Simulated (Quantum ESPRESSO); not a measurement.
# RuAu (Pm-3m) in Quantum ESPRESSO: reference runs

How does RuAu come out in PBE? The cell is run as given and disturbed.

Program: Quantum ESPRESSO 7.5. These are calculated values, not measurements. Logs are shortened: lines on timing, memory, paths and dates and some standing lists are left out, and cuts for length are marked.

### Step 1. Starting point

It takes space group Pm-3m (No. 221, cubic). The conventional cell has a = 3.165 Å, b = 3.165 Å, c = 3.165 Å, α = 90.00°, β = 90.00°, γ = 90.00°. Ru (site symmetry m-3m) is surrounded by 8 Au at 2.74 Å. Au (site symmetry m-3m) has 8 Ru at 2.74 Å as nearest neighbours.

The cell was built by a generator and needn't be a form met in nature.

### Step 2. Single point, PBE

pw.in reads:

```
&CONTROL
  calculation = 'scf'
  prefix = 'pwscf'
  outdir = './tmp'
  pseudo_dir = './pseudo'
  tprnfor = .true.
  tstress = .true.
  disk_io = 'low'
/
&SYSTEM
  ibrav = 0
  nat = 2
  ntyp = 2
  ecutwfc = 60
  nbnd = 25
  occupations = 'smearing'
  smearing = 'fd'
  degauss = 0.00367493
/
&ELECTRONS
  conv_thr = 4d-10
  electron_maxstep = 120
  mixing_beta = 0.5
/
ATOMIC_SPECIES
Ru   101.0700 Ru_ONCV_PBE-1.0.oncvpsp.upf
Au   196.9666 Au_ONCV_PBE-1.0.oncvpsp.upf
CELL_PARAMETERS angstrom
   3.1648100000    0.0000000000    0.0000000000
   0.0000000000    3.1648100000    0.0000000000
   0.0000000000    0.0000000000    3.1648100000
ATOMIC_POSITIONS crystal
Ru     0.0000000000    0.0000000000    0.0000000000
Au     0.5000000000    0.5000000000    0.5000000000
K_POINTS automatic
8 8 8 0 0 0
```

pp_density.in reads:

```
&INPUTPP
  prefix = 'pwscf'
  outdir = './tmp'
  filplot = 'density.dat'
  plot_num = 0
/
&PLOT
  nfile = 1
  filepp(1) = 'density.dat'
  iflag = 3
  output_format = 6
  fileout = 'density.cube'
/
```

pp_potential.in reads:

```
&INPUTPP
  prefix = 'pwscf'
  outdir = './tmp'
  filplot = 'potential.dat'
  plot_num = 11
/
&PLOT
  nfile = 1
  filepp(1) = 'potential.dat'
  iflag = 3
  output_format = 6
  fileout = 'potential.cube'
/
```

pp_elf.in reads:

```
&INPUTPP
  prefix = 'pwscf'
  outdir = './tmp'
  filplot = 'elf.dat'
  plot_num = 8
/
&PLOT
  nfile = 1
  filepp(1) = 'elf.dat'
  iflag = 3
  output_format = 6
  fileout = 'elf.cube'
/
```

Potentials or basis: SSSP 1.3 efficiency PBE.

The run is started by

```sh
OMP_NUM_THREADS=1 pw.x -in pw.in > pw.out
OMP_NUM_THREADS=1 pp.x -in pp_density.in > pp_density.out
OMP_NUM_THREADS=1 pp.x -in pp_potential.in > pp_potential.out
OMP_NUM_THREADS=1 pp.x -in pp_elf.in > pp_elf.out
```

pw.out:

```text
This program is part of the open-source Quantum ESPRESSO suite
     for quantum simulation of materials; please cite
[... 9 lines left out ...]
     --------------------
     sticks:   dense  smooth     PW     G-vecs:    dense   smooth      PW
     Sum         673     673    213                13397    13397    2325

     Using Slab Decomposition

     bravais-lattice index     =            0
     lattice parameter (alat)  =       5.9806  a.u.
     unit-cell volume          =     213.9142 (a.u.)^3
     number of atoms/cell      =            2
     number of atomic types    =            2
     number of electrons       =        35.00
     number of Kohn-Sham states=           25
     kinetic-energy cutoff     =      60.0000  Ry
     charge density cutoff     =     240.0000  Ry
     scf convergence threshold =      4.0E-10
     mixing beta               =       0.5000
     number of iterations used =            8  plain     mixing
     Exchange-correlation= PBE
                           (   1   4   3   4   0   0   0)

     celldm(1)=   5.980624  celldm(2)=   0.000000  celldm(3)=   0.000000
     celldm(4)=   0.000000  celldm(5)=   0.000000  celldm(6)=   0.000000

     crystal axes: (cart. coord. in units of alat)
               a(1) = (   1.000000   0.000000   0.000000 )
               a(2) = (   0.000000   1.000000   0.000000 )
               a(3) = (   0.000000   0.000000   1.000000 )

     reciprocal axes: (cart. coord. in units 2 pi/alat)
               b(1) = (  1.000000  0.000000  0.000000 )
               b(2) = (  0.000000  1.000000  0.000000 )
               b(3) = (  0.000000  0.000000  1.000000 )

     PseudoPot. # 1 for Ru read from file:
     Ru_ONCV_PBE-1.0.oncvpsp.upf
     Pseudo is Norm-conserving, Zval = 16.0
     Generated using ONCVPSP code by D. R. Hamann
     Using radial grid of 1458 points,  6 beta functions with:
                l(1) =   0
                l(2) =   0
                l(3) =   1
                l(4) =   1
                l(5) =   2
                l(6) =   2

     PseudoPot. # 2 for Au read from file:
     Au_ONCV_PBE-1.0.oncvpsp.upf
     Pseudo is Norm-conserving, Zval = 19.0
     Generated using ONCVPSP code by D. R. Hamann
     Using radial grid of 1278 points,  8 beta functions with:
                l(1) =   0
                l(2) =   0
                l(3) =   1
                l(4) =   1
                l(5) =   2
                l(6) =   2
                l(7) =   3
                l(8) =   3

     atomic species   valence    mass     pseudopotential
     Ru               16.00   101.07000     Ru( 1.00)
     Au               19.00   196.96660     Au( 1.00)

     48 Sym. Ops., with inversion, found

   Cartesian axes

     site n.     atom                  positions (alat units)
         1        Ru     tau(   1) = (   0.0000000   0.0000000   0.0000000  )
         2        Au     tau(   2) = (   0.5000000   0.5000000   0.5000000  )

     number of k points=    35  Fermi-Dirac smearing, width (Ry)=  0.0037
                       cart. coord. in units 2pi/alat
        k(    1) = (   0.0000000   0.0000000   0.0000000), wk =   0.0039062
        k(    2) = (   0.0000000   0.0000000   0.1250000), wk =   0.0234375
        k(    3) = (   0.0000000   0.0000000   0.2500000), wk =   0.0234375
        k(    4) = (   0.0000000   0.0000000   0.3750000), wk =   0.0234375
        k(    5) = (   0.0000000   0.0000000  -0.5000000), wk =   0.0117188
        k(    6) = (   0.0000000   0.1250000   0.1250000), wk =   0.0468750
[... 27 lines left out ...]
        k(   34) = (   0.3750000  -0.5000000  -0.5000000), wk =   0.0234375
        k(   35) = (  -0.5000000  -0.5000000  -0.5000000), wk =   0.0039062

     Dense  grid:    13397 G-vectors     FFT dimensions: (  30,  30,  30)

     Initial potential from superposition of free atoms

     starting charge      34.9994, renormalised to      35.0000
     Starting wfcs are   20 randomized atomic wfcs +    5 random wfcs

     Self-consistent Calculation

     iteration #  1     ecut=    60.00 Ry     beta= 0.50
     Davidson diagonalization with overlap
     ethr =  1.00E-02,  avg # of iterations =  3.9

     Threshold (ethr) on eigenvalues was too large:
     Diagonalizing with lowered threshold

     Davidson diagonalization with overlap
     ethr =  4.20E-04,  avg # of iterations =  1.1

     total energy              =    -463.05298945 Ry
     estimated scf accuracy    <       0.14702295 Ry
[... 57 lines left out ...]
     iteration # 10     ecut=    60.00 Ry     beta= 0.50
     Davidson diagonalization with overlap
     ethr =  1.88E-12,  avg # of iterations =  2.0

     End of self-consistent calculation

          k = 0.0000 0.0000 0.0000 (  1743 PWs)   bands (ev):

   -84.8818 -51.4633 -36.1705 -36.1705 -36.1705 -21.3762 -21.3762 -21.3762
    12.2041  14.5951  14.5951  16.8445  16.8445  16.8445  19.9934  19.9934
    21.6612  21.6612  21.6612  28.7757  28.7757  28.7757  35.4121  38.1622
    38.6752
[... 87 lines left out ...]
   -84.8802 -51.4511 -36.2054 -36.1998 -36.1644 -21.4699 -21.4533 -21.3632
    14.4669  14.6392  15.8287  15.8758  17.7600  18.7326  20.0120  20.1512
    21.3286  21.6472  21.7604  22.3497  27.6834  29.8001  34.6862  34.7938
    36.1353

          k = 0.0000-0.5000-0.5000 (  1652 PWs)   bands (ev):

   -84.8800 -51.4501 -36.2054 -36.2054 -36.1639 -21.4672 -21.4672 -21.3617
    14.3571  14.4708  15.7034  15.7034  18.3690  18.8316  20.3571  21.3584
    21.3584  21.5812  21.9240  21.9240  26.7216  29.0248  34.3208  34.3208
    36.0343
[... 59 lines left out ...]
   -84.8800 -51.4501 -36.2049 -36.1991 -36.1698 -21.4693 -21.4528 -21.3782
    14.7706  14.7866  15.7936  15.8379  17.6928  18.7662  19.4561  20.1423
    20.3023  21.5065  23.1257  23.4265  27.5297  29.7775  33.7698  34.3238
    35.7747

          k = 0.1250-0.5000-0.5000 (  1680 PWs)   bands (ev):

   -84.8799 -51.4491 -36.2047 -36.2047 -36.1693 -21.4669 -21.4669 -21.3769
    14.6410  14.6685  15.6836  15.6836  18.3766  18.8611  20.0184  20.0184
    20.4978  21.5913  23.5352  23.5352  26.4872  28.9518  34.2042  34.2042
    34.7561
[... 31 lines left out ...]
   -84.8797 -51.4477 -36.2035 -36.1976 -36.1830 -21.4676 -21.4517 -21.4144
    15.1110  15.4909  15.7395  15.9126  17.4142  18.5924  18.7609  19.3702
    20.7342  21.4627  24.6799  25.0735  27.2386  29.8472  31.7637  32.7205
    34.8627

          k = 0.2500-0.5000-0.5000 (  1672 PWs)   bands (ev):

   -84.8796 -51.4467 -36.2031 -36.2031 -36.1824 -21.4661 -21.4661 -21.4135
    15.0601  15.5414  15.6523  15.6523  18.3952  18.7659  18.7659  18.8965
    20.8924  21.6156  25.6002  25.6002  25.8383  28.8427  32.4292  33.5444
    33.5444
[... 10 lines left out ...]
   -84.8794 -51.4453 -36.2021 -36.1963 -36.1959 -21.4660 -21.4514 -21.4495
    15.3701  15.6323  15.7098  16.9367  17.0106  18.0630  18.6398  19.0382
    21.2395  21.5144  25.1951  26.6773  27.5212  30.1894  30.4304  30.7984
    33.2870

          k = 0.3750-0.5000-0.5000 (  1680 PWs)   bands (ev):

   -84.8793 -51.4443 -36.2015 -36.2015 -36.1955 -21.4653 -21.4653 -21.4499
    15.4894  15.6539  15.6539  16.7504  17.9225  17.9225  18.4138  18.7648
    21.3958  21.6401  24.9942  27.8002  27.8002  29.0079  30.6180  31.7450
    32.0536

          k =-0.5000-0.5000-0.5000 (  1640 PWs)   bands (ev):

   -84.8792 -51.4433 -36.2009 -36.2009 -36.2009 -21.4649 -21.4649 -21.4649
    15.6696  15.6696  15.6696  17.6135  17.6135  17.6135  18.4216  18.4216
    21.6503  21.6503  24.5507  29.7343  29.9698  29.9698  29.9712  30.0683
    30.0683

     the Fermi energy is    21.1263 ev

!    total energy              =    -463.13022959 Ry
     estimated scf accuracy    <          9.2E-11 Ry
     smearing contrib. (-TS)   =      -0.00186220 Ry
     internal energy E=F+TS    =    -463.12836739 Ry

     The total energy is F=E-TS. E is the sum of the following terms:
     one-electron contribution =    -125.42289229 Ry
     hartree contribution      =      81.66189344 Ry
     xc contribution           =     -45.12722842 Ry
     ewald contribution        =    -374.24014011 Ry

     convergence has been achieved in  10 iterations

     Forces acting on atoms (cartesian axes, Ry/au):

     atom    1 type  1   force =     0.00000000    0.00000000    0.00000000
     atom    2 type  2   force =     0.00000000    0.00000000    0.00000000

     Total force =     0.000000     Total SCF correction =     0.000000

     Computing stress (Cartesian axis) and pressure

          total   stress  (Ry/bohr**3)                   (kbar)     P=       -2.62
  -0.00001782   0.00000000   0.00000000           -2.62        0.00        0.00
   0.00000000  -0.00001782   0.00000000            0.00       -2.62        0.00
   0.00000000   0.00000000  -0.00001782            0.00        0.00       -2.62

=------------------------------------------------------------------------------=
   JOB DONE.
=------------------------------------------------------------------------------=
```

Wall time 22 s (1 thread of Arm Neoverse V1, shared host); peak memory 0.07 GiB.

What came out:

| Quantity | Value |
| --- | --- |
| Free energy | -6301.2078 eV |
| Pressure | -0.3 GPa |
| Band gap on the k mesh | none (metal or under the smearing width) |

Spin-orbit coupling is left out, which matters for the levels of Au.

### Step 3. Single point, PBE (atoms moved at random, drawn with an rms of 0.05 Å)

Changes to pw.in since step 2:

```diff
@@ -7,3 +7,3 @@
   tstress = .true.
-  disk_io = 'low'
+  disk_io = 'nowf'
 /
@@ -32,4 +32,4 @@
 ATOMIC_POSITIONS crystal
-Ru     0.0000000000    0.0000000000    0.0000000000
-Au     0.5000000000    0.5000000000    0.5000000000
+Ru     0.0045850000   -0.0028690000    0.0041200000
+Au     0.4853950000    0.4989660000    0.4970920000
 K_POINTS automatic
```

Potentials or basis: SSSP 1.3 efficiency PBE.

The run is started by

```sh
OMP_NUM_THREADS=1 pw.x -in pw.in > pw.out
```

pw.out:

```text
This program is part of the open-source Quantum ESPRESSO suite
     for quantum simulation of materials; please cite
[... 6 lines left out ...]
     --------------------
     sticks:   dense  smooth     PW     G-vecs:    dense   smooth      PW
     Sum         673     673    213                13397    13397    2325

     Using Slab Decomposition

     bravais-lattice index     =            0
     lattice parameter (alat)  =       5.9806  a.u.
     unit-cell volume          =     213.9142 (a.u.)^3
     number of atoms/cell      =            2
     number of atomic types    =            2
     number of electrons       =        35.00
     number of Kohn-Sham states=           25
     kinetic-energy cutoff     =      60.0000  Ry
     charge density cutoff     =     240.0000  Ry
     scf convergence threshold =      4.0E-10
     mixing beta               =       0.5000
     number of iterations used =            8  plain     mixing
     Exchange-correlation= PBE
                           (   1   4   3   4   0   0   0)

     celldm(1)=   5.980624  celldm(2)=   0.000000  celldm(3)=   0.000000
     celldm(4)=   0.000000  celldm(5)=   0.000000  celldm(6)=   0.000000

     crystal axes: (cart. coord. in units of alat)
               a(1) = (   1.000000   0.000000   0.000000 )
               a(2) = (   0.000000   1.000000   0.000000 )
               a(3) = (   0.000000   0.000000   1.000000 )

     reciprocal axes: (cart. coord. in units 2 pi/alat)
               b(1) = (  1.000000  0.000000  0.000000 )
               b(2) = (  0.000000  1.000000  0.000000 )
               b(3) = (  0.000000  0.000000  1.000000 )

     PseudoPot. # 1 for Ru read from file:
     Ru_ONCV_PBE-1.0.oncvpsp.upf
     Pseudo is Norm-conserving, Zval = 16.0
     Generated using ONCVPSP code by D. R. Hamann
     Using radial grid of 1458 points,  6 beta functions with:
                l(1) =   0
                l(2) =   0
                l(3) =   1
                l(4) =   1
                l(5) =   2
                l(6) =   2

     PseudoPot. # 2 for Au read from file:
     Au_ONCV_PBE-1.0.oncvpsp.upf
     Pseudo is Norm-conserving, Zval = 19.0
     Generated using ONCVPSP code by D. R. Hamann
     Using radial grid of 1278 points,  8 beta functions with:
                l(1) =   0
                l(2) =   0
                l(3) =   1
                l(4) =   1
                l(5) =   2
                l(6) =   2
                l(7) =   3
                l(8) =   3

     atomic species   valence    mass     pseudopotential
     Ru               16.00   101.07000     Ru( 1.00)
     Au               19.00   196.96660     Au( 1.00)

     No symmetry found

   Cartesian axes

     site n.     atom                  positions (alat units)
         1        Ru     tau(   1) = (   0.0045850  -0.0028690   0.0041200  )
         2        Au     tau(   2) = (   0.4853950   0.4989660   0.4970920  )

     number of k points=   260  Fermi-Dirac smearing, width (Ry)=  0.0037

     Number of k-points >= 100: set verbosity='high' to print them.

     Dense  grid:    13397 G-vectors     FFT dimensions: (  30,  30,  30)

     Initial potential from superposition of free atoms

     starting charge      34.9994, renormalised to      35.0000
     Starting wfcs are   20 randomized atomic wfcs +    5 random wfcs

     Self-consistent Calculation

     iteration #  1     ecut=    60.00 Ry     beta= 0.50
     Davidson diagonalization with overlap
     ethr =  1.00E-02,  avg # of iterations =  3.9

     Threshold (ethr) on eigenvalues was too large:
     Diagonalizing with lowered threshold

     Davidson diagonalization with overlap
     ethr =  4.24E-04,  avg # of iterations =  1.1

     total energy              =    -463.05109100 Ry
     estimated scf accuracy    <       0.14841599 Ry

     iteration #  2     ecut=    60.00 Ry     beta= 0.50
     Davidson diagonalization with overlap
     ethr =  4.24E-04,  avg # of iterations =  2.1

     total energy              =    -463.08216303 Ry
     estimated scf accuracy    <       0.36842723 Ry

     iteration #  3     ecut=    60.00 Ry     beta= 0.50
     Davidson diagonalization with overlap
     ethr =  4.24E-04,  avg # of iterations =  1.9

     total energy              =    -463.12833853 Ry
     estimated scf accuracy    <       0.00229817 Ry

     iteration #  4     ecut=    60.00 Ry     beta= 0.50
     Davidson diagonalization with overlap
     c_bands:  1 eigenvalues not converged
     ethr =  6.57E-06,  avg # of iterations =  3.8

     total energy              =    -463.12890722 Ry
     estimated scf accuracy    <       0.00015140 Ry

     iteration #  5     ecut=    60.00 Ry     beta= 0.50
     Davidson diagonalization with overlap
     ethr =  4.33E-07,  avg # of iterations =  2.2

     total energy              =    -463.12890870 Ry
     estimated scf accuracy    <       0.00002826 Ry

     iteration #  6     ecut=    60.00 Ry     beta= 0.50
     Davidson diagonalization with overlap
     ethr =  8.07E-08,  avg # of iterations =  1.7

     total energy              =    -463.12891395 Ry
     estimated scf accuracy    <       0.00000591 Ry

     iteration #  7     ecut=    60.00 Ry     beta= 0.50
     Davidson diagonalization with overlap
     ethr =  1.69E-08,  avg # of iterations =  1.0

     total energy              =    -463.12891486 Ry
     estimated scf accuracy    <       0.00000002 Ry

     iteration #  8     ecut=    60.00 Ry     beta= 0.50
     Davidson diagonalization with overlap
     ethr =  6.66E-11,  avg # of iterations =  3.0

     total energy              =    -463.12891486 Ry
     estimated scf accuracy    <       0.00000004 Ry

     iteration #  9     ecut=    60.00 Ry     beta= 0.50
     Davidson diagonalization with overlap
     ethr =  6.66E-11,  avg # of iterations =  1.6

     total energy              =    -463.12891486 Ry
     estimated scf accuracy    <          6.5E-10 Ry

     iteration # 10     ecut=    60.00 Ry     beta= 0.50
     Davidson diagonalization with overlap
     ethr =  1.86E-12,  avg # of iterations =  2.0

     End of self-consistent calculation

     Number of k-points >= 100: set verbosity='high' to print the bands.

     the Fermi energy is    21.1318 ev

!    total energy              =    -463.12891486 Ry
     estimated scf accuracy    <          4.5E-11 Ry
     smearing contrib. (-TS)   =      -0.00189134 Ry
     internal energy E=F+TS    =    -463.12702352 Ry

     The total energy is F=E-TS. E is the sum of the following terms:
     one-electron contribution =    -125.59196381 Ry
     hartree contribution      =      81.74439823 Ry
     xc contribution           =     -45.12891034 Ry
     ewald contribution        =    -374.15054761 Ry

     convergence has been achieved in  10 iterations

     Forces acting on atoms (cartesian axes, Ry/au):

     atom    1 type  1   force =    -0.02002318    0.00194469   -0.00743105
     atom    2 type  2   force =     0.02002318   -0.00194469    0.00743105

     Total force =     0.030329     Total SCF correction =     0.000003

     Computing stress (Cartesian axis) and pressure

          total   stress  (Ry/bohr**3)                   (kbar)     P=        0.94
  -0.00000587  -0.00000430   0.00001646           -0.86       -0.63        2.42
  -0.00000430   0.00001372  -0.00000158           -0.63        2.02       -0.23
   0.00001646  -0.00000158   0.00001126            2.42       -0.23        1.66

=------------------------------------------------------------------------------=
   JOB DONE.
=------------------------------------------------------------------------------=
```

Wall time 2.4 min (1 thread of Arm Neoverse V1, shared host); peak memory 0.21 GiB.

Results:

```yaml
Free_energy: -6301.1899 eV
Pressure: 0.1 GPa
Largest_force: 0.551 eV/Å
Band_gap_on_the_k_mesh: none (metal or under the smearing width)
```

Forces in eV/Å, atoms in the order of the input:
```
Ru  -0.515  0.050 -0.191
Au   0.515 -0.050  0.191
```

Levels at points of the mesh, in eV from the Fermi level:
```tsv
k point	band 13	band 14	band 15	band 16	band 17	band 18	band 19	band 20	band 21	band 22
(0.00, 0.00, 0.00)	-4.29	-4.28	-1.16	-1.13	0.52	0.52	0.54	7.65	7.65	7.68
(0.00, 0.00, -0.50)	-4.40	-3.64	-2.80	-1.79	-1.67	-1.62	-0.48	1.40	14.21	15.13
(0.00, -0.50, -0.50)	-2.77	-2.32	-0.79	0.23	0.23	0.45	0.77	0.77	5.59	7.89
(-0.50, -0.50, -0.50)	-3.52	-3.52	-2.72	-2.72	0.52	0.52	3.42	8.38	8.58	8.64
(-0.50, 0.00, 0.00)	-4.39	-3.64	-2.82	-1.75	-1.69	-1.67	-0.48	1.42	14.21	15.29
(0.00, -0.50, 0.00)	-4.40	-3.64	-2.80	-1.79	-1.67	-1.61	-0.48	1.40	14.21	15.10
(-0.50, 0.00, 0.50)	-2.77	-2.30	-0.79	0.23	0.25	0.45	0.79	0.80	5.58	7.88
(-0.50, 0.50, 0.00)	-2.77	-2.30	-0.79	0.23	0.25	0.45	0.79	0.79	5.59	7.88
```
